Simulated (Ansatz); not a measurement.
# CH₈GaN: search for a transition state, part 3 of 3

Ansatz 0.2.0, Gaussian basis; PBE0-D4. Earlier steps stand in the parts before.

## 8. Relaxing after a step of 0.30 Å the other way along the mode

Input file downb/in.yaml:

```yaml
crystal:
  periodic: [false, false, false]
  atoms:
    - {symbol: Ga, position_ang: [-0.458012, -0.146437, -1.107962]}
    - {symbol: N, position_ang: [0.969078, 1.061582, -0.658594]}
    - {symbol: H, position_ang: [-0.009806, -1.510178, -1.743292]}
    - {symbol: H, position_ang: [-1.879183, 0.509778, -1.229231]}
    - {symbol: H, position_ang: [0.290142, 0.119044, 0.599802]}
    - {symbol: C, position_ang: [-0.276801, -0.556627, 1.203377]}
    - {symbol: H, position_ang: [0.807130, 2.051085, -0.621381]}
    - {symbol: H, position_ang: [1.915464, 0.852327, -0.923321]}
    - {symbol: H, position_ang: [0.480502, -1.195671, 1.647799]}
    - {symbol: H, position_ang: [-1.088783, -1.269134, 0.892645]}
    - {symbol: H, position_ang: [-0.749630, 0.084131, 1.940157]}
basis:
  gaussian: {orbitals: def2-TZVP}
hamiltonian: {xc: pbe0, dispersion: d4}
relax: {f_tol: 0.005, max_steps: 200}
```

The run is started by

```bash
ansatz run in.yaml --threads 4 --pin off --events-out ev --progress --plain --max-ram 9574MiB
```

Standard output:

```text
Functional definition: PBE0
  name "PBE0"
  cite "Adamo & Barone, J. Chem. Phys. 110, 6158 (1999) doi:10.1063/1.478522"
  cite "Perdew, Burke & Ernzerhof, Phys. Rev. Lett. 77, 3865 (1996) doi:10.1103/PhysRevLett.77.3865"
  parent pbe
  parameter a = 0.25
  parameter kappa = 0.804
  parameter beta = 0.06672455060314922
  exchange = (1 - a)*pbe_x(kappa = kappa, mu = beta*pi^2/3) + a*exact_x
  correlation = pbe_c(beta = beta)
1100 factors; their error is unknown
mean field evaluation 1: about -55014.5775 eV, gradient 7.6e1 eV
mean field evaluation 2: about -54994.7151 eV, gradient 1.1e2 eV
mean field evaluation 4: about -55025.3186 eV, gradient 7.3e0 eV
mean field evaluation 8: about -55025.4319 eV, gradient 1.6e-1 eV
mean field evaluation 16: about -55025.6143 eV, gradient 5.5e-5 eV
mean field -55025.61432835 eV, -2022.1540288658 hartree, gradient 5.5e-5 eV, S^2 0.000000; 0 other end points of the search recorded, 0 dependent functions left out
the calculation of the forces begins
reference -55025.61436050 eV, -2022.1540300473 hartree; 26, 26 occupied and 132, 132 virtual orbitals, 1100 factors
relax step   1: F+E_penalty+E_count = -55025.77024151 eV  Δ(F+E_penalty+E_count) = +0.000e0 eV  max|allowed force component| = 2.169e0 eV/Å  Δτ_max = 0.0000 Å  (27 SCF iters, accepted)
these checks for a lower state are left out or cut short: starts, cluster_reference, orbital_swaps, neighbouring_geometries, increment
1100 factors; their error is unknown
mean field -55026.11076072 eV, -2022.1722724191 hartree, gradient 1.8e-5 eV, S^2 0.000000; 0 other end points of the search recorded, 0 dependent functions left out
the calculation of the forces begins
reference -55026.11079322 eV, -2022.1722736132 hartree; 26, 26 occupied and 132, 132 virtual orbitals, 1100 factors
relax step   2: F+E_penalty+E_count = -55026.26289739 eV  Δ(F+E_penalty+E_count) = -4.927e-1 eV  max|allowed force component| = 7.155e-1 eV/Å  Δτ_max = 0.1992 Å  (29 SCF iters, accepted)
these checks for a lower state are left out or cut short: starts, cluster_reference, orbital_swaps, neighbouring_geometries, increment
1100 factors; their error is unknown
mean field -55026.44540049 eV, -2022.1845702038 hartree, gradient 7.3e-6 eV, S^2 0.000000; 0 other end points of the search recorded, 0 dependent functions left out
the calculation of the forces begins
reference -55026.44543386 eV, -2022.1845714300 hartree; 26, 26 occupied and 132, 132 virtual orbitals, 1100 factors
relax step   3: F+E_penalty+E_count = -55026.59257052 eV  Δ(F+E_penalty+E_count) = -3.297e-1 eV  max|allowed force component| = 4.880e-1 eV/Å  Δτ_max = 0.1950 Å  (30 SCF iters, accepted)
these checks for a lower state are left out or cut short: starts, cluster_reference, orbital_swaps, neighbouring_geometries, increment
1100 factors; their error is unknown
mean field evaluation 32: about -55026.1730 eV, gradient 1.0e1 eV
mean field -55026.52806680 eV, -2022.1876081345 hartree, gradient 2.1e-5 eV, S^2 0.000000; 0 other end points of the search recorded, 0 dependent functions left out
the calculation of the forces begins
reference -55026.52810054 eV, -2022.1876093745 hartree; 26, 26 occupied and 132, 132 virtual orbitals, 1100 factors
relax step   4: F+E_penalty+E_count = -55026.67095138 eV  Δ(F+E_penalty+E_count) = -7.838e-2 eV  max|allowed force component| = 5.551e-1 eV/Å  Δτ_max = 0.2000 Å  (30 SCF iters, accepted)
these checks for a lower state are left out or cut short: starts, cluster_reference, orbital_swaps, neighbouring_geometries, increment
1100 factors; their error is unknown
mean field -55026.61160794 eV, -2022.1906782148 hartree, gradient 9.9e-6 eV, S^2 0.000000; 0 other end points of the search recorded, 0 dependent functions left out
the calculation of the forces begins
reference -55026.61164221 eV, -2022.1906794743 hartree; 26, 26 occupied and 132, 132 virtual orbitals, 1100 factors
relax step   5: F+E_penalty+E_count = -55026.74812185 eV  Δ(F+E_penalty+E_count) = -7.717e-2 eV  max|allowed force component| = 5.724e-1 eV/Å  Δτ_max = 0.1937 Å  (30 SCF iters, accepted)
these checks for a lower state are left out or cut short: starts, cluster_reference, orbital_swaps, neighbouring_geometries, increment
1100 factors; their error is unknown
mean field -55026.63783850 eV, -2022.1916421703 hartree, gradient 1.1e-5 eV, S^2 0.000000; 0 other end points of the search recorded, 0 dependent functions left out
the calculation of the forces begins
reference -55026.63787288 eV, -2022.1916434336 hartree; 26, 26 occupied and 132, 132 virtual orbitals, 1100 factors
relax step   6: F+E_penalty+E_count = -55026.77184864 eV  Δ(F+E_penalty+E_count) = -2.373e-2 eV  max|allowed force component| = 1.067e-1 eV/Å  Δτ_max = 0.1470 Å  (30 SCF iters, accepted)
these checks for a lower state are left out or cut short: starts, cluster_reference, orbital_swaps, neighbouring_geometries, increment
1100 factors; their error is unknown
mean field -55026.64448908 eV, -2022.1918865744 hartree, gradient 2.0e-5 eV, S^2 0.000000; 0 other end points of the search recorded, 0 dependent functions left out
the calculation of the forces begins
reference -55026.64452369 eV, -2022.1918878465 hartree; 26, 26 occupied and 132, 132 virtual orbitals, 1100 factors
relax step   7: F+E_penalty+E_count = -55026.77580350 eV  Δ(F+E_penalty+E_count) = -3.955e-3 eV  max|allowed force component| = 1.039e-1 eV/Å  Δτ_max = 0.0543 Å  (31 SCF iters, accepted)
these checks for a lower state are left out or cut short: starts, cluster_reference, orbital_swaps, neighbouring_geometries, increment
1100 factors; their error is unknown
mean field evaluation 64: about -55026.6472 eV, gradient 2.8e-3 eV
mean field -55026.64719958 eV, -2022.1919861833 hartree, gradient 2.0e-5 eV, S^2 0.000000; 0 other end points of the search recorded, 0 dependent functions left out
the calculation of the forces begins
reference -55026.64723432 eV, -2022.1919874602 hartree; 26, 26 occupied and 132, 132 virtual orbitals, 1100 factors
relax step   8: F+E_penalty+E_count = -55026.77689014 eV  Δ(F+E_penalty+E_count) = -1.087e-3 eV  max|allowed force component| = 3.394e-2 eV/Å  Δτ_max = 0.0348 Å  (31 SCF iters, accepted)
these checks for a lower state are left out or cut short: starts, cluster_reference, orbital_swaps, neighbouring_geometries, increment
1100 factors; their error is unknown
mean field -55026.64827096 eV, -2022.1920255559 hartree, gradient 2.0e-5 eV, S^2 0.000000; 0 other end points of the search recorded, 0 dependent functions left out
the calculation of the forces begins
reference -55026.64830576 eV, -2022.1920268348 hartree; 26, 26 occupied and 132, 132 virtual orbitals, 1100 factors
relax step   9: F+E_penalty+E_count = -55026.77724797 eV  Δ(F+E_penalty+E_count) = -3.578e-4 eV  max|allowed force component| = 2.709e-2 eV/Å  Δτ_max = 0.0257 Å  (31 SCF iters, accepted)
these checks for a lower state are left out or cut short: starts, cluster_reference, orbital_swaps, neighbouring_geometries, increment
1100 factors; their error is unknown
mean field -55026.64854755 eV, -2022.1920357204 hartree, gradient 2.0e-5 eV, S^2 0.000000; 0 other end points of the search recorded, 0 dependent functions left out
the calculation of the forces begins
reference -55026.64858236 eV, -2022.1920369998 hartree; 26, 26 occupied and 132, 132 virtual orbitals, 1100 factors
relax step  10: F+E_penalty+E_count = -55026.77732928 eV  Δ(F+E_penalty+E_count) = -8.132e-5 eV  max|allowed force component| = 9.264e-3 eV/Å  Δτ_max = 0.0222 Å  (31 SCF iters, accepted)
these checks for a lower state are left out or cut short: starts, cluster_reference, orbital_swaps, neighbouring_geometries, increment
1100 factors; their error is unknown
mean field -55026.64870388 eV, -2022.1920414655 hartree, gradient 2.0e-5 eV, S^2 0.000000; 0 other end points of the search recorded, 0 dependent functions left out
the calculation of the forces begins
reference -55026.64873871 eV, -2022.1920427454 hartree; 26, 26 occupied and 132, 132 virtual orbitals, 1100 factors
relax step  11: F+E_penalty+E_count = -55026.77734498 eV  Δ(F+E_penalty+E_count) = -1.570e-5 eV  max|allowed force component| = 3.888e-3 eV/Å  Δτ_max = 0.0070 Å  (32 SCF iters, accepted)
these checks for a lower state are left out or cut short: starts, cluster_reference, orbital_swaps, neighbouring_geometries, increment
1100 factors; their error is unknown
mean field -55026.64884329 eV, -2022.1920465885 hartree, gradient 2.0e-5 eV, S^2 0.000000; 0 other end points of the search recorded, 0 dependent functions left out
the calculation of the forces begins
reference -55026.64887812 eV, -2022.1920478687 hartree; 26, 26 occupied and 132, 132 virtual orbitals, 1100 factors
relax step  12: F+E_penalty+E_count = -55026.77734398 eV  Δ(F+E_penalty+E_count) = +1.004e-6 eV  max|allowed force component| = 6.315e-3 eV/Å  Δτ_max = 0.0063 Å  (33 SCF iters, rejected (line search))
these checks for a lower state are left out or cut short: starts, cluster_reference, orbital_swaps, neighbouring_geometries, increment
1100 factors; their error is unknown
mean field evaluation 96: about -55026.4649 eV, gradient 1.4e-4 eV
mean field -55026.64874404 eV, -2022.1920429414 hartree, gradient 2.0e-5 eV, S^2 0.000000; 0 other end points of the search recorded, 0 dependent functions left out
the calculation of the forces begins
reference -55026.64877887 eV, -2022.1920442214 hartree; 26, 26 occupied and 132, 132 virtual orbitals, 1100 factors
relax step  13: F+E_penalty+E_count = -55026.77735134 eV  Δ(F+E_penalty+E_count) = -6.360e-6 eV  max|allowed force component| = 1.313e-3 eV/Å  Δτ_max = 0.0031 Å  (33 SCF iters, accepted)
1100 factors; their error is unknown
mean field -55026.64874404 eV, -2022.1920429414 hartree, gradient 4.0e-5 eV, S^2 0.000000; 1 other end points of the search recorded, 0 dependent functions left out
the calculation of the forces begins
reference -55026.64877887 eV, -2022.1920442214 hartree; 26, 26 occupied and 132, 132 virtual orbitals, 1100 factors
Total energy: -55026.77738617 eV, -2022.1967704523 hartree
Atom 0 at    -0.294731     0.115255    -1.553189 Å, force    -0.000004     0.000442     0.000031 eV/Å
Atom 1 at     1.054926     1.313350    -1.358692 Å, force    -0.000062    -0.000362     0.000328 eV/Å
Atom 2 at     0.111061    -1.353342    -1.893753 Å, force     0.000017    -0.000134    -0.000512 eV/Å
Atom 3 at    -1.748882     0.659847    -1.391125 Å, force     0.000187    -0.000038     0.000238 eV/Å
Atom 4 at     0.265228    -0.088485     1.319938 Å, force    -0.000277    -0.000244     0.000104 eV/Å
Atom 5 at    -0.413175    -0.820616     1.760901 Å, force     0.001313     0.000757     0.000519 eV/Å
Atom 6 at     0.917026     2.288852    -1.157380 Å, force     0.000032    -0.000517     0.000082 eV/Å
Atom 7 at     2.029091     1.084541    -1.457633 Å, force    -0.000188     0.000385    -0.000181 eV/Å
Atom 8 at     0.169876    -1.608652     2.236306 Å, force    -0.000200     0.000062     0.000121 eV/Å
Atom 9 at    -1.049054    -1.263358     0.992653 Å, force    -0.000454    -0.000527    -0.000356 eV/Å
Atom 10 at    -1.041265    -0.327493     2.501972 Å, force    -0.000366     0.000176    -0.000374 eV/Å
Dipole moment:     0.148837     0.119814     0.071561 e Å
```

It took 21 s on 4 threads of Arm Neoverse V2, shared host.

Relaxation path:

```
step  energy from step 1 (eV)  largest force component (eV/Å)
   1                   0.0000                          2.1688
   2                  -0.4927                          0.7155
   3                  -0.8223                          0.4880
   4                  -0.9007                          0.5551
   5                  -0.9779                          0.5724
   6                  -1.0016                          0.1067
   7                  -1.0056                          0.1039
   8                  -1.0066                          0.0339
   9                  -1.0070                          0.0271
  10                  -1.0071                          0.0093
  11                  -1.0071                          0.0039
  12                  -1.0071                          0.0063
  13                  -1.0071                          0.0013
```

Distances of close pairs at the start and the end, largest changes first:

```
  bond  before (Å)  after (Å)  change (Å)
Ga1–C6       2.354      3.446      +1.091
Ga1–H5       1.883      2.934      +1.051
Ga1–N2       1.923      1.815      -0.108
C6–H10       1.124      1.091      -0.033
 H5–C6       1.069      1.091      +0.022
Ga1–H4       1.570      1.561      -0.009
Ga1–H3       1.570      1.561      -0.009
C6–H11       1.085      1.089      +0.005
```

## 9. What the saddle joins

```
  pair  start side (Å)  saddle (Å)  end side (Å)
Ga1–C6           3.446       2.243         1.989
 N2–H5           3.125       1.351         1.013
Ga1–N2           1.815       1.986         2.163
 H5–C6           1.091       1.405         3.332
```

## 10. What came out

What follows sums up all 3 parts.

```
                       quantity                                                       value
                 imaginary mode                                                  1511i cm⁻¹
    barrier from the start side                                               31.4 kcal/mol
      barrier from the end side                                               36.2 kcal/mol
             energy of the step                                               -4.8 kcal/mol
              pairs that change  Ga1–C6 formed, N2–H5 formed, Ga1–N2 loosened, H5–C6 broken
zero-point energy at the saddle                                                    2.234 eV
```

The point has a single imaginary mode (1511i cm⁻¹), as a transition state must. Going downhill both ways gives the intended start and end. A bond meant to break is only loosened at the end: the products stay bound as an adduct. At PBE0-D4/def2-TZVP the electronic barrier is 31.4 kcal/mol, about 53 kT at 298 K, and the step runs 4.8 kcal/mol downhill. The barrier is thin enough for tunnelling; the leading (Wigner) term alone is a factor of 3.2 at 298 K.
